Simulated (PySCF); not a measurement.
The system is F3CCl, in a box.

```
CELL_PARAMETERS angstrom
12.00000 0.00000 0.00000
0.00000 12.00000 0.00000
0.00000 0.00000 12.00000
ATOMIC_POSITIONS crystal
F 0.53714 0.48400 0.58967
C 0.51915 0.47553 0.48134
F 0.41520 0.44285 0.46524
F 0.58697 0.39915 0.44012
Cl 0.54235 0.60435 0.41600
```

Base run:

* Program: PySCF 2.14.0
* Functional: PBE
* Potentials or basis: def2-svp (all-electron)
* k mesh: 1 × 1 × 1
* Occupations: fixed
* Spin: no spin polarisation

Its results: gap between the frontier levels 7.96 eV.

The run is repeated on the same cell with these changes: functional from PBE to LC-wPBE. What comes out?

Gap between the frontier levels 16.42 eV.

LC-wPBE gives the wider gap, since exact exchange removes part of the self-interaction.

Caveats: this is a molecule in a periodic box at the Γ point, so its band gap is the HOMO-LUMO gap; the basis of atomic orbitals isn't converged, which shifts pressures, moduli and gaps.

